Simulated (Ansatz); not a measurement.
# One shape, several levels: AgCl (silver chloride)

We compute a comparison of 4 runs (HF/STO-3G, HF/3-21G, CAM-B3LYP/3-21G, PBE0/def2-SVP) of AgCl (silver chloride). 

The calculation is run with Ansatz 0.2.0.

7 further runs of the same task are left out: 1 for a known fault of the program, 2 that didn't finish, 4 set aside as unsound or not needed.

## Step 1: Starting point

The species is AgCl (2 atoms), meant as a singlet with charge 0. SMILES: `[Cl][Ag]`. Geometry: relaxed at PBE0-D4/def2-TZVP.

Bond lengths: Cl1–Ag2 2.286 Å.

## Step 2: Energy and gradient at HF/STO-3G (run 1)

The input, molecule.yaml:

```yaml
crystal:
  periodic: [false, false, false]
  atoms:
    - {symbol: Cl, position_ang: [0.987600, -0.377500, 0.491000]}
    - {symbol: Ag, position_ang: [-0.958100, 0.317400, -0.487000]}
basis:
  gaussian: {orbitals: STO-3G}
hamiltonian: {xc: hf}
accuracy: high
output: {forces: true, orbitals: {seedname: orbitals}}
```

The run is started by

```sh
$ ansatz run molecule.yaml --threads 1 --pin off --max-ram 2610MiB --events-out events.jsonl --progress --plain --runs-dir runs
```

Log:

```text
Warning: RAYON_NUM_THREADS=1 ignored (pool sized by the plan → 1); use --threads N
Functional definition: HF
  name "HF"
  exchange = exact_x
  correlation = 0
647 factors; integrals over basis functions are off by at most 9.4e-9 eV
mean field evaluation 1: about -152412.7168 eV, gradient 1.3e1 eV
mean field evaluation 2: about -152412.7773 eV, gradient 1.3e1 eV
mean field evaluation 4: about -152414.9343 eV, gradient 3.9e0 eV
mean field evaluation 8: about -152415.2372 eV, gradient 2.1e-1 eV
mean field evaluation 16: about -152415.2379 eV, gradient 9.3e-7 eV
mean field -152415.23792109 eV, -5601.1566828412 hartree, gradient 5.1e-8 eV, S^2 0.000000; 0 other end points of the search recorded, 0 dependent functions left out
the calculation of the forces begins
reference -152415.23792109 eV, -5601.1566828412 hartree; 32, 32 occupied and 4, 4 virtual orbitals, 647 factors
Total energy: -152415.23792109 eV, -5601.1566828412 hartree
Atom 0 at     0.987600    -0.377500     0.491000 Å, force    -2.482831     0.886735    -1.247987 eV/Å
Atom 1 at    -0.958100     0.317400    -0.487000 Å, force     2.482831    -0.886735     1.247987 eV/Å
Dipole moment:    -0.943404     0.336933    -0.474199 e Å
```

Run time: 0.95 s. Hardware: 1 thread of Arm Neoverse V2, shared host.

## Step 3: Energy and forces at HF/3-21G (run 2)

The input, input.yaml:

```yaml
crystal:
  periodic: [false, false, false]
  atoms:
    - {symbol: Cl, position_ang: [0.987600, -0.377500, 0.491000]}
    - {symbol: Ag, position_ang: [-0.958100, 0.317400, -0.487000]}
basis:
  gaussian:
    orbitals: 3-21G-spherical.json
hamiltonian:
  xc: hf
accuracy: high
output: {forces: true, orbitals: {seedname: orbitals}}
```

The basis set 3-21G is read from a file made from the Basis Set Exchange's data (not shown).

The run is started by

```sh
$ ansatz run input.yaml --threads 1 --pin off --max-ram 2610MiB --events-out events.jsonl --progress --plain --runs-dir runs
```

Log:

```text
Warning: RAYON_NUM_THREADS=1 ignored (pool sized by the plan → 1); use --threads N
Functional definition: HF
  name "HF"
  exchange = exact_x
  correlation = 0
974 factors; integrals over basis functions are off by at most 4.3e-9 eV
mean field evaluation 1: about -153221.7662 eV, gradient 2.7e1 eV
mean field evaluation 2: about -153221.9016 eV, gradient 2.7e1 eV
mean field evaluation 4: about -153223.2161 eV, gradient 1.2e0 eV
mean field evaluation 8: about -153223.2506 eV, gradient 6.9e-2 eV
mean field evaluation 16: about -153223.2507 eV, gradient 2.4e-8 eV
mean field -153223.25070285 eV, -5630.8506048803 hartree, gradient 2.7e-8 eV, S^2 0.000000; 0 other end points of the search recorded, 0 dependent functions left out
the calculation of the forces begins
reference -153223.25070285 eV, -5630.8506048803 hartree; 32, 32 occupied and 17, 17 virtual orbitals, 974 factors
Total energy: -153223.25070285 eV, -5630.8506048803 hartree
Atom 0 at     0.987600    -0.377500     0.491000 Å, force     1.979413    -0.706940     0.994945 eV/Å
Atom 1 at    -0.958100     0.317400    -0.487000 Å, force    -1.979413     0.706940    -0.994945 eV/Å
Dipole moment:    -1.475001     0.526792    -0.741405 e Å
```

Run time: 1.5 s. Hardware: 1 thread of Arm Neoverse V2, shared host.

## Step 4: Energy and gradient at CAM-B3LYP/3-21G (run 3)

The input, job.yaml:

```yaml
crystal:
  periodic: [false, false, false]
  atoms:
    - {symbol: Cl, position_ang: [0.987600, -0.377500, 0.491000]}
    - {symbol: Ag, position_ang: [-0.958100, 0.317400, -0.487000]}
basis:
  gaussian:
    orbitals: 3-21G-spherical.json
hamiltonian:
  xc: {name: CAM-B3LYP}
accuracy: high
output: {forces: true, orbitals: {seedname: orbitals}}
```

The basis set 3-21G is read from a file made from the Basis Set Exchange's data (not shown).

The run is started by

```sh
$ ansatz run job.yaml --threads 1 --pin off --max-ram 2610MiB --events-out events.jsonl --progress --plain --runs-dir runs
```

Log:

```text
Warning: RAYON_NUM_THREADS=1 ignored (pool sized by the plan → 1); use --threads N
Functional definition: CAM-B3LYP
  name "CAM-B3LYP"
  parameter alpha = 0.19
  parameter beta = 0.46
  parameter omega = 0.33/bohr
  parameter ac = 0.81
  exchange = (1 - alpha - beta)*b88_x + beta*b88_x_sr(omega) + alpha*exact_x + beta*exact_x_lr(omega)
  correlation = (1 - ac)*vwn5_c + ac*lyp_c
974 factors; integrals over basis functions are off by at most 4.3e-9 eV
229 factors; integrals over basis functions are off by at most 1.5e-9 eV
mean field evaluation 1: about -153312.2771 eV, gradient 3.0e1 eV
mean field evaluation 2: about -153312.7356 eV, gradient 2.8e1 eV
mean field evaluation 4: about -153313.8555 eV, gradient 6.9e-1 eV
mean field evaluation 8: about -153313.9014 eV, gradient 2.9e-2 eV
mean field evaluation 16: about -153313.9014 eV, gradient 8.2e-7 eV
mean field -153313.90140710 eV, -5634.1819568162 hartree, gradient 8.9e-8 eV, S^2 0.000000; 0 other end points of the search recorded, 0 dependent functions left out
the calculation of the forces begins
reference -153313.90142096 eV, -5634.1819573256 hartree; 32, 32 occupied and 17, 17 virtual orbitals, 974 factors
Total energy: -153313.90142096 eV, -5634.1819573256 hartree
Atom 0 at     0.987600    -0.377500     0.491000 Å, force     1.096491    -0.391608     0.551148 eV/Å
Atom 1 at    -0.958100     0.317400    -0.487000 Å, force    -1.096491     0.391608    -0.551148 eV/Å
Dipole moment:    -1.242726     0.443835    -0.624653 e Å
```

Run time: 5.1 s. Hardware: 1 thread of Arm Neoverse V2, shared host.

## Step 5: Energy and forces at PBE0/def2-SVP (core potential) (run 4)

The input, input.yaml:

```yaml
crystal:
  periodic: [false, false, false]
  atoms:
    - {symbol: Cl, position_ang: [0.987600, -0.377500, 0.491000]}
    - {symbol: Ag, position_ang: [-0.958100, 0.317400, -0.487000]}
basis:
  gaussian:
    orbitals: def2-SVP
magnetization:
  spin_polarized: false
hamiltonian:
  xc: {name: PBE0}
accuracy: high
output:
  forces: true
  orbitals: {seedname: orbitals}
```

The run is started by

```sh
$ ansatz run input.yaml --threads 1 --pin off --max-ram 2610MiB --events-out events.jsonl --progress --plain --runs-dir runs
```

Log:

```text
Warning: RAYON_NUM_THREADS=1 ignored (pool sized by the plan → 1); use --threads N
Functional definition: PBE0
  name "PBE0"
  parameter a = 0.25
  parameter kappa = 0.804
  parameter beta = 0.06672455060314922
  exchange = (1 - a)*pbe_x(kappa = kappa, mu = beta*pi^2/3) + a*exact_x
  correlation = pbe_c(beta = beta)
904 factors; integrals over basis functions are off by at most 3.4e-9 eV
mean field evaluation 1: about -16512.6375 eV, gradient 2.4e1 eV
mean field evaluation 2: about -16512.0749 eV, gradient 3.0e1 eV
mean field evaluation 4: about -16514.0391 eV, gradient 6.7e-1 eV
mean field evaluation 8: about -16514.1058 eV, gradient 2.7e-2 eV
mean field evaluation 16: about -16514.1058 eV, gradient 2.3e-6 eV
mean field -16514.10580441 eV, -606.8821946492 hartree, gradient 4.7e-8 eV, S^2 0.000000; 0 other end points of the search recorded, 0 dependent functions left out
the calculation of the forces begins
reference -16514.10580675 eV, -606.8821947352 hartree; 18, 18 occupied and 31, 31 virtual orbitals, 904 factors
Total energy: -16514.10580675 eV, -606.8821947352 hartree
Atom 0 at     0.987600    -0.377500     0.491000 Å, force     0.154640    -0.055229     0.077730 eV/Å
Atom 1 at    -0.958100     0.317400    -0.487000 Å, force    -0.154640     0.055229    -0.077730 eV/Å
Dipole moment:    -0.934272     0.333672    -0.469609 e Å
```

Run time: 3.9 s. Hardware: 1 thread of Arm Neoverse V2, shared host.

## Step 6: All runs side by side

```csv
run,level,core potential,energy (Eh),dipole moment (D),HOMO energy (eV),LUMO energy (eV),wall time
1,HF/STO-3G,none,-5601.156683,5.32,-6.79,3.22,0.95 s
2,HF/3-21G,none,-5630.850605,8.32,-9.94,-0.44,1.5 s
3,CAM-B3LYP/3-21G,none,-5634.181957,7.01,-8.36,-1.99,5.1 s
4,PBE0/def2-SVP (core potential),def2-SVP,-606.882195,5.27,-7.35,-3.08,3.9 s
```

## Step 7: Outcome

| quantity | value |
| --- | --- |
| run 4: total energy | -606.88219 Eh |
| run 4: dipole moment | 5.27 D |
| run 4: HOMO energy | -7.35 eV |
| run 4: LUMO energy | -3.08 eV |
| run 4: HOMO–LUMO gap | 4.27 eV |
| run 4: largest force on an atom | 0.182 eV/Å |

In words: The dipole moment (its size) runs from 5.27 D (PBE0/def2-SVP) to 8.32 D (HF/3-21G). The two ends differ in method and basis and core potential. The HOMO–LUMO gap runs from 4.27 eV (PBE0/def2-SVP) to 10.01 eV (HF/STO-3G). Totals of different functionals can't be ranked against each other. Some runs of one species differ in core potentials or relativity; totals across that change don't compare. In run 1 the basis is minimal, so the values are rough. In runs 1, 2, 3 relativity is left out where basis or elements ask for it. All runs together took 12 s, the longest 5.1 s.
